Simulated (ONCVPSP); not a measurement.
# An ONCV potential for Pr, from input to tests

Aim: build the potential from the settings below, then test how well it stands in for the atom: other configurations, scattering, ghost states and the plane-wave cutoff that it needs.

Method: ONCVPSP 4.0.1, PBE, scalar-relativistic.

## 1. Settings

Typed settings, in words:

- element: praseodymium (Pr, Z = 59)
- type: optimised norm-conserving Vanderbilt (ONCV)
- frozen core: [Kr] 4d10
- valence charge: 13
- reference configuration: 4f2.5 5s2 5p6 5d0.5 6s2
- partial waves: 5s+6s: rc 2.05 bohr, ncon 4, nbas 7, qcut 5.5 1/bohr, 3 projectors, debl 2.1 Ha; 5p: rc 1.70 bohr, ncon 3, nbas 6, qcut 5.8 1/bohr, 3 projectors, debl 2.7 Ha; 5d: rc 2.85 bohr, ncon 5, nbas 9, qcut 3.3 1/bohr, 2 projectors, debl 3.5 Ha; 4f: rc 1.65 bohr, ncon 4, nbas 9, qcut 9.4 1/bohr, local
- local potential: the f channel
- core correction: polynomial model core, fcfact 0.6

The nodes and maxima of the atom's own shells, from an earlier all-electron run, set the scale for the radii.

All-electron outer shells of the reference configuration (PBE, scalar-relativistic, ld1.x):

| shell | level (eV) | outermost node (bohr) | outermost maximum (bohr) |
| --- | --- | --- | --- |
| 4d | -113.47 | 0.30 | 0.64 |
| 5s | -40.54 | 0.74 | 1.35 |
| 5p | -22.69 | 0.79 | 1.53 |
| 6s | -3.64 | 1.80 | 3.75 |
| 4f | -3.54 | – | 0.69 |
| 5d | -2.50 | 0.90 | 2.19 |
| 6p | -1.30 | 2.15 | 4.94 |

## 2. The generation run

Pr.dat

```
# ATOM AND REFERENCE CONFIGURATION
# atsym  z   nc   nv     iexc    psfile
  Pr 59.00    9    5        4      upf
#
#   n    l    f
    1    0    2.00
    2    0    2.00
    2    1    6.00
    3    0    2.00
    3    1    6.00
    3    2   10.00
    4    0    2.00
    4    1    6.00
    4    2   10.00
    4    3    2.50
    5    0    2.00
    5    1    6.00
    5    2    0.50
    6    0    2.00
#
# PSEUDOPOTENTIAL AND OPTIMIZATION
# lmax
    3
#
#   l,   rc,      ep,       ncon, nbas, qcut
    0    2.05    0.00    4    7    5.50
    1    1.70    0.00    3    6    5.80
    2    2.85    0.00    5    9    3.30
    3    1.65    0.00    4    9    9.40
#
# LOCAL POTENTIAL
# lloc, lpopt,  rc(5),   dvloc0
    3    5    1.65    0.00
#
# VANDERBILT-KLEINMAN-BYLANDER PROJECTORs
# l, nproj, debl
    0    3    2.10
    1    3    2.70
    2    2    3.50
    3    0    1.40
#
# MODEL CORE CHARGE
# icmod, fcfact, rcfact
    1    0.60    0.00
#
# LOG DERIVATIVE ANALYSIS
# epsh1, epsh2, depsh
   -3.00    5.00    0.02
#
# OUTPUT GRID
# rlmax, drl
    6.00    0.01
#
# TEST CONFIGURATIONS
# ncnf
    4
# nvcnf
#   n    l    f
    5
    4    3    3.00
    5    0    2.00
    5    1    6.00
    5    2    0.00
    6    0    2.00
#
    5
    4    3    3.00
    5    0    2.00
    5    1    6.00
    5    2    0.00
    6    0    1.00
#
    5
    4    3    3.00
    5    0    2.00
    5    1    6.00
    5    2    0.00
    6    0    0.00
#
    5
    4    3    2.00
    5    0    2.00
    5    1    6.00
    5    2    1.00
    6    0    2.00
#
```

Launch:

```bash
oncvpsp.x < Pr.dat > Pr.out
```

**Question.** What will these runs give? Wanted: cutoffs for 1 and 0.1 mHa per electron, occupied waves; bound ghosts; GHOST(+) flags; largest phase difference near zero energy, channels read; rms error of d²Exc/dn², without and with the model core.

**Answer**, as computed:

| quantity | value |
| --- | --- |
| cutoffs for 1 and 0.1 mHa per electron, occupied waves | 40 Ha and 61 Ha |
| bound ghosts | s at -113.15 eV |
| GHOST(+) flags | p at 170 eV, d at 142 eV |
| largest phase difference near zero energy, channels read | 0.054 rad |
| rms error of d²Exc/dn², without and with the model core | 8.87 and 1.93 mHa |

What this shows: A bound ghost (s) makes it unfit for use: electrons can fall into a state that the atom doesn't have. The potential is hard: the looser tolerance needs 40 Ha. At the looser tolerance the 4f wave is the slowest; 5p needs 14 Ha. Near zero energy the largest phase difference among the channels read is 0.05 rad, in the f channel. The program also flags highly localised states, GHOST(+) (p, d).
